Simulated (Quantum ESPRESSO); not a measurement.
Write the native input for Quantum ESPRESSO 7.5 that does the following.

- Task: single point
- Functional: PBEsol
- Potentials or basis: PseudoDojo 0.4.1 SR PBEsol standard
- Cutoff: 1306 eV
- Density cutoff: 5225 eV
- k mesh: 16 × 16 × 16
- Occupations: methfessel-paxton, width 0.1 eV
- Spin: no spin polarisation
- Mixing beta: 0.5
- Most SCF iterations: 120
- SCF threshold: 6e-10 Ry

CoSi2:

```
CELL_PARAMETERS angstrom
0.00000 2.70348 2.67692
2.70348 0.00000 2.67692
2.70348 2.70348 0.00000
ATOMIC_POSITIONS crystal
Co 0.00000 0.00000 0.00000
Si 0.25000 0.25000 0.25000
Si 0.75000 0.75000 0.75000
```

The cell was built by a generator and needn't be a form met in nature.

One way to write it, as run:

pw.in

```
&CONTROL
  calculation = 'scf'
  prefix = 'pwscf'
  outdir = './tmp'
  pseudo_dir = './pseudo'
  tprnfor = .true.
  tstress = .true.
  disk_io = 'nowf'
/
&SYSTEM
  ibrav = 0
  nat = 3
  ntyp = 2
  ecutwfc = 96
  nbnd = 19
  occupations = 'smearing'
  smearing = 'mp'
  degauss = 0.00734986
/
&ELECTRONS
  conv_thr = 6d-10
  electron_maxstep = 120
  mixing_beta = 0.5
/
ATOMIC_SPECIES
Co    58.9332 Co.upf
Si    28.0850 Si.upf
CELL_PARAMETERS angstrom
   0.0000000000    2.7034771500    2.6769204000
   2.7034771500    0.0000000000    2.6769204000
   2.7034771500    2.7034771500    0.0000000000
ATOMIC_POSITIONS crystal
Co     0.0000000000    0.0000000000    0.0000000000
Si     0.2500000000    0.2500000000    0.2500000000
Si     0.7500000000    0.7500000000    0.7500000000
K_POINTS automatic
16 16 16 0 0 0
```

Potentials or basis: PseudoDojo 0.4.1 SR PBEsol standard.

Run with:

```console
$ OMP_NUM_THREADS=1 pw.x -in pw.in > pw.out
```

It gave:

* Pressure: -7.7 GPa
* Band gap on the k mesh: none (metal or under the smearing width)

Run time: 16 min on 1 thread of AMD EPYC 7571, on a shared host, peak memory 0.48 GiB.
